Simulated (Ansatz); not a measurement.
# ClH₃NOSc: ionisation energy by level of theory

The task here is to estimate one member of a computed series from the others.

Method: unrestricted cation, the program's frozen cores in correlated methods; program: Ansatz 0.2.0, Gaussian basis.

The runs, in order: UKS PBE-D4/def2-TZVPP; UKS r2SCAN-D4/def2-TZVPP; UKS PBE0-D4/def2-TZVPP; UKS B3LYP-D4/def2-TZVPP; UKS wB97X-V/def2-TZVPP; UKS wB97M-V/def2-TZVPP; UKS B2PLYP/def2-TZVPP; UHF-CCSD(T)/def2-TZVPP; UHF-MP2/def2-QZVPP; extrapolation to the limit; then −ε(HOMO) from the neutral's earlier runs with LDA (SPW92), PBE-D4, revPBE-D4, BLYP-D4, r2SCAN-D4, B97M-V, PBE0-D4, B3LYP-D4, r2SCANh-D4, r2SCAN0-D4, HSE06-D4, BHLYP-D4, CAM-B3LYP-D4, LC-ωPBE, ωB97X-V, ωB97M-V.

**The geometry**

An earlier PBE0-D4 in a triple-zeta def2 set relaxation fixed the geometry.

SMILES `[NH2][Sc]([OH])[Cl]`, 7 atoms, charge 0, spin multiplicity 1.

Atoms are counted from 1 here; the program's logs count them from 0.

Bond lengths: N1–Sc2 1.963 Å, N1–H5 1.013 Å, N1–H6 1.012 Å, Sc2–O3 1.851 Å, Sc2–Cl4 2.329 Å, O3–H7 0.953 Å. Angles: Sc2–N1–H5 125.3°, Sc2–N1–H6 126.8°, H5–N1–H6 107.9°, N1–Sc2–O3 114.7°, N1–Sc2–Cl4 118.3°, O3–Sc2–Cl4 127.0°, Sc2–O3–H7 168.5°.

Coordinates:

```xyz
7
ClH3NOSc
N    -0.7158    1.2492   -0.0622
Sc   -0.0290   -0.5819   -0.2287
O     1.5098   -0.9228    0.7428
Cl   -1.1899   -2.0758   -1.5871
H    -1.5438    1.6073   -0.5227
H    -0.3175    1.9982    0.4890
H     2.2862   -1.2741    1.1690
```

Set-up of the first run:

in.yaml reads:

```yaml
crystal:
  periodic: [false, false, false]
  atoms:
    - {symbol: N, position_ang: [-0.715833, 1.249153, -0.062182]}
    - {symbol: Sc, position_ang: [-0.028966, -0.581948, -0.228734]}
    - {symbol: O, position_ang: [1.509792, -0.922814, 0.742806]}
    - {symbol: Cl, position_ang: [-1.189913, -2.075806, -1.587108]}
    - {symbol: H, position_ang: [-1.543797, 1.607298, -0.522693]}
    - {symbol: H, position_ang: [-0.317485, 1.998248, 0.488969]}
    - {symbol: H, position_ang: [2.286201, -1.274131, 1.168952]}
basis:
  gaussian: {orbitals: def2-TZVPP}
total_charge: 1
magnetization: {spin_polarized: true, initial_magnetization: 1}
hamiltonian: {xc: pbe, dispersion: d4}
```

Launch:

```
ansatz run in.yaml --threads 2 --pin off --events-out ev --progress --plain --max-ram 32768MiB --backend cpu
```

Among the steps run: Cation, UKS PBE-D4/def2-TZVPP; Cation, UKS r2SCAN-D4/def2-TZVPP; Cation, UKS PBE0-D4/def2-TZVPP; Cation, UKS B3LYP-D4/def2-TZVPP; Cation, UKS wB97X-V/def2-TZVPP; Cation, UKS wB97M-V/def2-TZVPP; Cation, UKS B2PLYP (frozen core)/def2-TZVPP; Cation, UHF-CCSD(T)/def2-TZVPP; Cation, UHF-MP2/def2-QZVPP.

One table of the session follows, with a row left open; its other results are not shown here.

It belongs to the step «Ionisation energies side by side». For comparison, −ε(HOMO) of the neutral from earlier runs:

```
  functional  −ε(HOMO) (eV)
 LDA (SPW92)           6.31
      PBE-D4           6.11
   revPBE-D4           6.04
     BLYP-D4           6.00
   r2SCAN-D4           6.37
      B97M-V           6.40
     PBE0-D4           7.44
    B3LYP-D4           7.22
  r2SCANh-D4           6.87
  r2SCAN0-D4           7.63
    HSE06-D4           7.03
    BHLYP-D4           8.67
CAM-B3LYP-D4           8.89
     LC-ωPBE          10.30
     ωB97X-V           9.91
     ωB97M-V              ?
```

**Question.** Estimate the row for ωB97M-V.

As computed: −ε(HOMO) (eV): 9.82. In the column «−ε(HOMO) (eV)» it lies between CAM-B3LYP-D4 (8.89) and ωB97X-V (9.91).
